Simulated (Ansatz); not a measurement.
NiMoIrPdW:

```xyz
10
Lattice="2.7705 0.0000 0.0000 -1.3852 2.3993 0.0000 0.0000 0.0000 21.8812" Properties=species:S:1:pos:R:3 pbc="T T T"
Ni    0.0000    1.5995    0.9700
Ni    1.3852    0.7998   20.9101
Mo    1.3852    0.7998    7.4987
Mo    1.3852    0.7998   16.6997
Pd    0.0000    1.5995    9.7958
Pd    0.0000    1.5995   14.3810
Ir    0.0000    1.5995    5.2489
Ir    0.0000    1.5995   18.8288
W     1.3852    0.7998    2.9859
W     1.3852    0.7998   12.0872
```

The cell was built by a generator and needn't be a form met in nature.

Base run:

- Program: Ansatz 0.2.0
- Functional: revPBE
- Potentials or basis: Ansatz PAW
- Cutoff: 420 eV
- Density cutoff: 1680 eV
- k mesh: 11 × 11 × 2
- Occupations: fermi-dirac, width 0.05 eV
- Spin: collinear spin, ferromagnetic start
- Starting moments: [1.0, 1.0, 1.0, 1.0, 0.0, 0.0, 0.6, 0.6, 0.0, 0.0] μB

Its results: band gap on the k mesh none (metal or under the smearing width); pressure 2.9 GPa; net moment 0.00 μB per cell; largest force 0.187 eV/Å.

Question: After a change of settings the same cell gave: band gap on the k mesh none (metal or under the smearing width); pressure -14.7 GPa; net moment 0.00 μB per cell; largest force 0.121 eV/Å. Which change was it?
A. functional from revPBE to PBE; hubbard terms from none to Ir d U = 4 eV, Mo d U = 4 eV, Ni d U = 4 eV, Pd d U = 4 eV, W d U = 4 eV; hubbard projectors from none to ortho-atomic (the default)
B. functional from revPBE to PBE; potentials or basis from Ansatz PAW to Ansatz PAW earlier set; cutoff from 420 eV to 1080 eV; density cutoff from 1680 eV to 4320 eV; valence electrons from 162 to 218
C. functional from revPBE to PBE; potentials or basis from Ansatz PAW to SPMS NC; cutoff from 420 eV to 925 eV; density cutoff from 1680 eV to 3701 eV
D. functional from revPBE to LDA

Answer: D.

LDA binds more tightly than revPBE, so the same cell stands under less pressure.

Caveats: the PAW data sets come from PBE, with cores solved anew for the run's functional, which leaves a small shift of forces and pressure; the potentials were made for another functional, which shifts forces and pressure (some runs).

Not every run made on this cell is shown here.
